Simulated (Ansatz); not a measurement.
# Germane (GeH4): a ladder of functionals and wavefunction methods

An exercise on one series of results from a longer session: the logs are not shown, and one member is left open.

Computed with Ansatz 0.2.0, Gaussian basis. Level: functionals in def2-TZVPP, the program's frozen cores in correlated methods.

The runs, in order: LDA (SPW92), PBE-D4, revPBE-D4, BLYP-D4, r2SCAN-D4, B97M-V, PBE0-D4, B3LYP-D4, r2SCANh-D4, r2SCAN0-D4, HSE06-D4, BHLYP-D4, CAM-B3LYP-D4, LC-ωPBE, ωB97X-V, ωB97M-V, B2PLYP, PBE-QIDH; CCSD(T)/def2-SVP; CCSD(T)/def2-TZVPP; CCSD(T)/def2-QZVPP; extrapolation to the limit; RPA on PBE.

## The geometry

All runs share one geometry, relaxed beforehand with PBE0-D4 in a triple-zeta def2 set.

SMILES `[GeH4]`, 5 atoms, charge 0, spin multiplicity 1.

Atoms are counted from 1 here; the program's logs count them from 0.

Bond lengths: Ge1–H2 1.534 Å, Ge1–H3 1.534 Å, Ge1–H4 1.534 Å, Ge1–H5 1.534 Å. Angles: H2–Ge1–H3 109.5°, H2–Ge1–H4 109.5°, H2–Ge1–H5 109.5°, H3–Ge1–H4 109.5°, H3–Ge1–H5 109.5°, H4–Ge1–H5 109.5°.

Set-up of the first run:

in.yaml reads:

```yaml
crystal:
  periodic: [false, false, false]
  atoms:
    - {symbol: Ge, position_ang: [0.000062, 0.000070, -0.000034]}
    - {symbol: H, position_ang: [1.148134, -0.756324, 0.680597]}
    - {symbol: H, position_ang: [-1.238820, -0.029976, 0.904175]}
    - {symbol: H, position_ang: [-0.329182, -0.669134, -1.340632]}
    - {symbol: H, position_ang: [0.419817, 1.455363, -0.244116]}
basis:
  gaussian: {orbitals: def2-TZVPP}
hamiltonian: {xc: lda}
output: {orbitals: {seedname: orbitals}}
```

The run is started by

```sh
$ ansatz run in.yaml --threads 2 --pin off --events-out ev --progress --plain --max-ram 32768MiB --backend cpu
```

Among the steps run: LDA; PBE-D4 (GGA); revPBE-D4 (GGA); BLYP-D4 (GGA); r2SCAN-D4 (meta-GGA); B97M-V (meta-GGA); B3LYP-D4 (hybrid); r2SCANh-D4 (hybrid); r2SCAN0-D4 (hybrid); HSE06-D4 (hybrid); BHLYP-D4 (hybrid); CAM-B3LYP-D4 (range-separated); LC-ωPBE (range-separated); ωB97X-V (range-separated); ωB97M-V (range-separated); B2PLYP (double hybrid); PBE-QIDH (double hybrid).

One of the session's tables, all rows but one given; the rest of the session is left out.

It belongs to the step «Orbital energies across the functionals». 

```
  functional  HOMO (eV)  LUMO (eV)  gap (eV)
 LDA (SPW92)      -8.38       0.01      8.39
      PBE-D4      -8.35       0.18      8.53
   revPBE-D4      -8.32       0.25      8.57
     BLYP-D4      -8.26       0.12      8.38
   r2SCAN-D4      -8.71       0.73      9.44
      B97M-V      -8.78       0.27      9.05
     PBE0-D4      -9.65       1.07     10.73
    B3LYP-D4      -9.46       0.69     10.14
  r2SCANh-D4      -9.18       1.02     10.19
  r2SCAN0-D4      -9.89       1.43     11.31
    HSE06-D4      -9.25       0.70      9.95
    BHLYP-D4     -10.89       1.81     12.70
CAM-B3LYP-D4     -11.07       1.91     12.98
     LC-ωPBE     -12.48       3.22     15.70
     ωB97X-V          ?          ?         ?
     ωB97M-V     -11.91       2.76     14.67
```

**Question.** Estimate the row for ωB97X-V.

The run gave: HOMO (eV): -12.12; LUMO (eV): 3.06; gap (eV): 15.18. In the column «HOMO (eV)» it lies between LC-ωPBE (-12.48) and ωB97M-V (-11.91).
